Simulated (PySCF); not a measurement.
# H9LaN3 (La(NH3)32+): the cost of one run

Computed with PySCF 2.14.0. Level: several levels, as the steps say, no spin–orbit coupling.

1 further run of the same task is left out (for a known fault of the program).

### 1 The starting structure

13 atoms, charge 2, spin multiplicity 1.

Bond lengths: La1–N2 2.779 Å, La1–N6 2.779 Å, La1–N10 2.779 Å, N2–H3 1.027 Å, N2–H4 1.027 Å, N2–H5 1.027 Å, N6–H7 1.027 Å, N6–H8 1.027 Å, N6–H9 1.027 Å, N10–H11 1.027 Å, N10–H12 1.027 Å, N10–H13 1.027 Å. Angles: N2–La1–N6 120.0°, N2–La1–N10 120.0°, N6–La1–N10 120.0°, La1–N2–H3 115.0°, La1–N2–H4 115.0°, La1–N2–H5 115.0°, H3–N2–H4 103.4°, H3–N2–H5 103.4°, H4–N2–H5 103.4°, La1–N6–H7 115.0°, La1–N6–H8 115.0°, La1–N6–H9 115.0°, H7–N6–H8 103.4°, H7–N6–H9 103.4°, H8–N6–H9 103.4°, La1–N10–H11 115.0°, La1–N10–H12 115.0°, La1–N10–H13 115.0° and more.

As a file:

```xyz
13
charge 2, multiplicity 1
La    0.0000    0.0000    0.0000
N     2.7792    0.0001    0.0000
H     3.2134   -0.4652    0.8057
H     3.2134   -0.4652   -0.8057
H     3.2133    0.9304    0.0000
N    -1.3897    2.4068    0.0000
H    -1.2038    3.0156    0.8057
H    -1.2038    3.0156   -0.8057
H    -2.4124    2.3176    0.0000
N    -1.3895   -2.4069    0.0000
H    -2.0096   -2.5503    0.8057
H    -2.0096   -2.5503   -0.8057
H    -0.8009   -3.2480    0.0000
```

Formal oxidation states: La +2. Each metal's 1 4f electrons lie in its core potential, so multiplicities, spins and levels count the valence alone. For divalent La, Ce, Gd or Lu the extra electron is normally 5d or 6s, so this core forces an excited configuration. An earlier session relaxed this geometry at PBE0, La lcecp-0-SVP with ECP47, N def2-SVP, H def2-SVP (singlet, point group C3h).

At PBE0 on the finer grid: E = -195.025702 Eh, frontier levels not given, since the 4f levels lie in the core, Mulliken charge on La1 +1.38 e, largest force component 0.010 eV/Å. 

Levels to run: HF; PBE; PBE0, TZVP. Hardware: 2 threads of Arm Neoverse V1, shared host.

### 2 HF

The input, run.py (the lines that set the calculation):

```python
mol = gto.M(atom='''
La     0.00000     0.00000     0.00000
N      2.77917     0.00009     0.00000
H      3.21344    -0.46525     0.80567
H      3.21344    -0.46525    -0.80567
H      3.21330     0.93042     0.00000
N     -1.38966     2.40679     0.00000
H     -1.20380     3.01555     0.80567
H     -1.20380     3.01555    -0.80567
H     -2.41242     2.31759     0.00000
N     -1.38951    -2.40688     0.00000
H     -2.00964    -2.55030     0.80567
H     -2.00964    -2.55030    -0.80567
H     -0.80089    -3.24801     0.00000''',
    basis={'La': 'lcecp-0-SVP', 'N': 'def2-SVP', 'H': 'def2-SVP'},
    ecp={'La': 'lcecp-0-SVP'},
    charge=2, spin=0)
mf = scf.RHF(mol)
mf = mf.density_fit()  # fitting sets: La AutoAux, N def2-universal-JKFIT, H def2-universal-JKFIT
mf.conv_tol = 1e-08; mf.max_cycle = 55
mf.kernel(dm0)  # dm0: the density of the relaxed state
```

Started as:

```
$ OMP_NUM_THREADS=2 python run.py
```

**Question.** How long does this run take on 2 threads of Arm Neoverse V1, shared host?

About 3.6 s.
